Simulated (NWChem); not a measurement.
# SnCl2 (SMILES [Cl][Sn][Cl]) at 3 levels

We compute a comparison of 3 runs (TPSSh/def2-SVP, PBE0/def2-SVP, B2PLYP/def2-TZVP) of SnCl2. 

The calculation is run with NWChem 7.3.0.

**1. The molecule**

The species is SnCl2 (3 atoms), meant as a singlet with charge 0. As SMILES, `[Cl][Sn][Cl]`. The coordinates come from a PBE0-D4/def2-TZVP relaxation.

Bond lengths: Cl1–Sn2 2.363 Å, Sn2–Cl3 2.363 Å. Angles: Cl1–Sn2–Cl3 98.4°.

**2. Energy and gradient at TPSSh/def2-SVP (core potential) (run 1)**

Contents of sp.nw:

```
start sp
memory stack 880 mb heap 220 mb global 1100 mb

geometry units angstrom noautosym nocenter noautoz
  Cl    1.154200    1.220700    0.756000
  Sn   -0.796900    0.518900   -0.376600
  Cl   -0.368200   -1.804500   -0.392600
end

basis "ao basis" spherical bse
  Cl library def2-SVP
  Sn library def2-SVP
end

ecp bse
  Sn library def2-SVP
end

dft
  xc xctpssh
  grid xfine
  convergence energy 1e-08
  iterations 100
  mulliken
  print low
end

task dft gradient
```

Command:

```console
$ nwchem sp.nw > sp.out
```

Standard output:

```text
[...]
 d= 0,ls=0.0,diis     1  -1134.4053983470 -1.34D+03  2.98D-02  3.93D-01     1.4
[...]
 d= 0,ls=0.0,diis     8  -1134.4747085382  6.00D-09  4.44D-06  7.16D-08     8.3
         Total DFT energy =    -1134.474708538210
      One electron energy =    -2066.993943515412
           Coulomb energy =      796.785554799500
    Exchange-Corr. energy =      -74.564309653046
 Nuclear repulsion energy =      210.297989830747
[...]
      Total Density - Mulliken Population Analysis
     ---------------------------------------------
    Atom       Charge   Shell Charges
 -----------   ------   -------------------------------------------------------
    1 Cl  17    17.32   2.00  1.99  1.25  0.73  5.93  2.12  3.29  0.01
    2 Sn  22    21.36   0.44  1.60  1.44  0.41  2.73  3.27  0.91  0.41  9.71  0.45
    3 Cl  17    17.32   2.00  1.99  1.25  0.73  5.93  2.12  3.29  0.01
[...]
                         DFT ENERGY GRADIENTS
    atom               coordinates                        gradient
                 x          y          z           x          y          z
   1 Cl      2.181122   2.306789   1.428633   -0.007991  -0.003379  -0.004693
   2 Sn     -1.505923   0.980579  -0.711671    0.009367  -0.006376   0.004396
   3 Cl     -0.695797  -3.410011  -0.741906   -0.001376   0.009756   0.000297
 Task  times  cpu:       10.8s     wall:       10.8s
 Total times  cpu:       10.8s     wall:       10.8s
```

Run time: 11 s. Hardware: 1 thread of AMD EPYC 9R45 (Zen 5), shared host; peak memory 0.13 GiB.

**3. Energy and gradient at PBE0/def2-SVP (core potential) (run 2)**

Contents of cl2sn.nw:

```
start cl2sn
title "Cl2Sn gradient"
memory 2200 mb
charge 0

geometry units angstroms noautosym nocenter noautoz
  Cl       1.154200       1.220700       0.756000
  Sn      -0.796900       0.518900      -0.376600
  Cl      -0.368200      -1.804500      -0.392600
end

basis "ao basis" spherical bse
  Cl library def2-SVP
  Sn library def2-SVP
end

ecp bse
  Sn library def2-SVP
end

dft
  xc pbe0
  grid xfine
  convergence energy 1e-08
  iterations 100
  mulliken
  print medium
end

task dft gradient
```

Command:

```console
$ nwchem cl2sn.nw > cl2sn.out
```

Standard output:

```text
[...]
          Wavefunction type:  closed shell.
          No. of atoms     :     3
          No. of electrons :    56
[...]
          Charge           :     0
          Spin multiplicity:     1
[...]
          AO basis - number of functions:    62
[...]
              XC Information
              --------------
                         PBE0 Method XC Functional
                     Hartree-Fock (Exact) Exchange  0.250
          PerdewBurkeErnzerhof Exchange Functional  0.750
            Perdew 1991 LDA Correlation Functional  1.000 local
           PerdewBurkeErnz. Correlation Functional  1.000 non-local
[...]
 d= 0,ls=0.0,diis     1  -1134.1553371867 -1.34D+03  2.59D-02  3.74D-01     1.2
[...]
 d= 0,ls=0.0,diis     8  -1134.2211375621 -1.27D-09  1.03D-06  3.85D-09     6.7
         Total DFT energy =    -1134.221137562098
      One electron energy =    -2067.124501518831
           Coulomb energy =      796.936021060725
    Exchange-Corr. energy =      -74.330646934739
 Nuclear repulsion energy =      210.297989830747
[...]
  wavefunction    = closed shell
                         DFT ENERGY GRADIENTS
    atom               coordinates                        gradient
                 x          y          z           x          y          z
   1 Cl      2.181122   2.306789   1.428633   -0.005678  -0.002447  -0.003339
   2 Sn     -1.505923   0.980579  -0.711671    0.006621  -0.004505   0.003107
   3 Cl     -0.695797  -3.410011  -0.741906   -0.000943   0.006952   0.000232
[...]
```

It took 9 s on 1 thread of AMD EPYC 9R45 (Zen 5), shared host; peak memory 0.13 GiB.

**4. The energy at B2PLYP/def2-TZVP (core potential) (run 3)**

Contents of cl2sn.nw:

```
START cl2sn
TITLE "Cl2Sn energy"
memory 2200 mb

GEOMETRY units angstroms noautosym nocenter noautoz
  Cl     1.154200     1.220700     0.756000
  Sn    -0.796900     0.518900    -0.376600
  Cl    -0.368200    -1.804500    -0.392600
END

BASIS spherical bse
  * library def2-TZVP
END

ECP bse
  Sn library def2-TZVP
END

DFT
  xc hfexch 0.53 becke88 0.47 lyp 0.73 mp2 0.27
  dftmp2 semidirect
  mult 1
  grid fine
  convergence energy 1e-08
  iterations 100
  mulliken
  print low
END

MP2
  freeze core 14
END

TASK dft
```

Command:

```console
$ nwchem cl2sn.nw > cl2sn.out
```

Standard output:

```text
[...]
 d= 0,ls=0.0,diis     1  -1134.1027800402 -1.34D+03  1.04D-02  5.62D-01     3.3
[...]
 d= 0,ls=0.0,diis     9  -1134.1599913603 -2.88D-09  7.10D-07  1.08D-09    23.1
         Total DFT energy =    -1134.159991360262
      One electron energy =    -2067.407074015257
           Coulomb energy =      796.917630631708
    Exchange-Corr. energy =      -73.968537807461
 Nuclear repulsion energy =      210.297989830747
[...]
      Total Density - Mulliken Population Analysis
     ---------------------------------------------
    Atom       Charge   Shell Charges
 -----------   ------   -------------------------------------------------------
    1 Cl  17    17.42   2.01  0.44  1.52  1.12  0.86  4.19  1.68  1.11  2.83  1.64  0.00  0.02  0.00
    2 Sn  22    21.17   0.29 -0.79  1.58  0.92  1.22  0.63 -0.40  6.36  0.47  0.56  0.10  8.91  1.10  0.16  0.00  0.05
    3 Cl  17    17.42   2.01  0.44  1.52  1.12  0.86  4.19  1.68  1.11  2.83  1.64  0.00  0.02  0.00
[...]
  Basis functions       =    124
[...]
```

Run time: 29 s. Hardware: 1 thread of AMD EPYC 9R45 (Zen 5), shared host; peak memory 0.5 GiB.

**5. Overview of the runs**

```csv
run,level,task,core potential,energy (Eh),largest force (eV/Å),wall time
1,TPSSh/def2-SVP (core potential),gradient,def2-SVP,-1134.474709,0.625,11 s
2,PBE0/def2-SVP (core potential),gradient,def2-SVP,-1134.221138,0.442,9 s
3,B2PLYP/def2-TZVP (core potential),energy,def2-TZVP,-1134.379024,–,29 s
```

**6. Summary of results**

```
           quantity           value
run 3: total energy  -1134.37902 Eh
```

In words: Totals of different functionals can't be ranked against each other. All runs together took 50 s, the longest 29 s.
